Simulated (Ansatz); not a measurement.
# Sn4SeS3: the cost of one run

Program: Ansatz 0.2.0. Level of theory: DFT PBE, scalar-relativistic, plane waves, PAW. These are calculated values, not measurements.

1 further run of the same task is left out (set aside as unsound or not needed). Runs told in other sessions of the task aren't counted.

### 1 The structure to begin with

The structure is monoclinic, space group Pm (No. 6). The conventional cell has a = 6.342 Å, b = 4.141 Å, c = 8.552 Å, α = 90.00°, β = 110.13°, γ = 90.00°. Around Sn (site symmetry m) lie 1 Se at 2.75 Å and 2 S at 2.76 Å. Around Sn (site symmetry m) lie 3 S at 2.62 to 2.75 Å. Sn (site symmetry m) is surrounded by 3 S at 2.61 to 2.78 Å. Sn (site symmetry m) is surrounded by 1 S at 2.61 Å and 2 Se at 2.88 Å. Se (site symmetry m) has 3 Sn at 2.75 to 2.88 Å in its first shell of neighbours. Around S (site symmetry m) lie 3 Sn at 2.62 to 2.78 Å. S (site symmetry m) has 3 Sn at 2.61 to 2.75 Å in its first shell of neighbours. S (site symmetry m) is surrounded by 3 Sn at 2.61 to 2.76 Å.

As a file:

```
CELL_PARAMETERS angstrom
6.34163 0.00000 -0.10145
0.00000 4.14057 0.00000
-3.27112 0.00000 8.08284
ATOMIC_POSITIONS crystal
Sn 0.28462 0.00000 0.78962
Sn 0.78535 0.00000 0.28914
Sn 0.67910 0.50000 0.66706
Sn 0.19237 0.50000 0.18535
Se 0.98109 0.00000 0.94388
S 0.50121 0.00000 0.44042
S 0.53720 0.50000 0.09330
S 0.03906 0.50000 0.59122
```

It is the end of an earlier relaxation with the same method, from a generated guess; it needn't be the stable form of this composition. At a tolerance of 0.02 Å it has space group Pm (No. 6); it has 26.36 Å³/atom, an uncorrected energy of -0.44 eV/atom over the elements.

### 2 Bands, states and charges

input.yaml reads:

```yaml
crystal:
  lattice:
    - [6.3416307853, 0.0, -0.101454251]
    - [0.0, 4.1405726766, 0.0]
    - [-3.2711164567, 0.0, 8.0828416322]
  atoms:
    - { symbol: Sn, position: [0.2846242697, 0.0, 0.7896197771] }
    - { symbol: Sn, position: [0.7853527982, 0.0, 0.2891372478] }
    - { symbol: Sn, position: [0.6791012301, 0.5, 0.6670609717] }
    - { symbol: Sn, position: [0.1923662014, 0.5, 0.1853518108] }
    - { symbol: Se, position: [0.9810856338, 0.0, 0.9438847499] }
    - { symbol: S, position: [0.5012061872, 0.0, 0.4404235969] }
    - { symbol: S, position: [0.5372024914, 0.5, 0.0932969859] }
    - { symbol: S, position: [0.0390611883, 0.5, 0.5912248598] }
basis:
  ecutwfc: 420
kpoints:
  mp_grid: { grid: [6, 8, 6] }
  band_path:
    path:
      - [0.0, 0.0, 0.0]
      - [0.0, -0.5, 0.0]
      - [0.0, -0.5, -0.5]
      - [0.0, 0.0, -0.5]
      - [0.0, 0.0, 0.0]
      - [-0.5, 0.0, 0.0]
      - [-0.5, -0.5, 0.0]
      - [0.0, -0.5, 0.0]
      - [-0.5, -0.5, 0.5]
      - [-0.5, 0.0, 0.5]
      - [0.0, 0.0, 0.0]
    npoints: 14
hamiltonian:
  xc: pbe
scf:
  occupations: { method: gaussian, width: 0.02 }
  n_extra_bands: 20
output:
  forces: true
  stress: true
  eigenvalues: true
  populations: true
  dos: { projected: true, de: 0.02, nscf_kmesh: { grid: [9, 12, 9] } }
  bader: true
  write_density: true
  write_potential: true
  elf: true
  volumetric_format: npy
```

On the command line:

```sh
> ansatz run input.yaml --threads 4 --pin off --max-ram 8192MiB --backend cpu --events-out ev --progress --plain --runs-dir out
```

**Question.** How long does this run take on 4 threads of Intel Xeon 6975P-C (Granite Rapids), shared host, and how much memory does it need?

About 90 s, with a peak of 2.5 GiB.
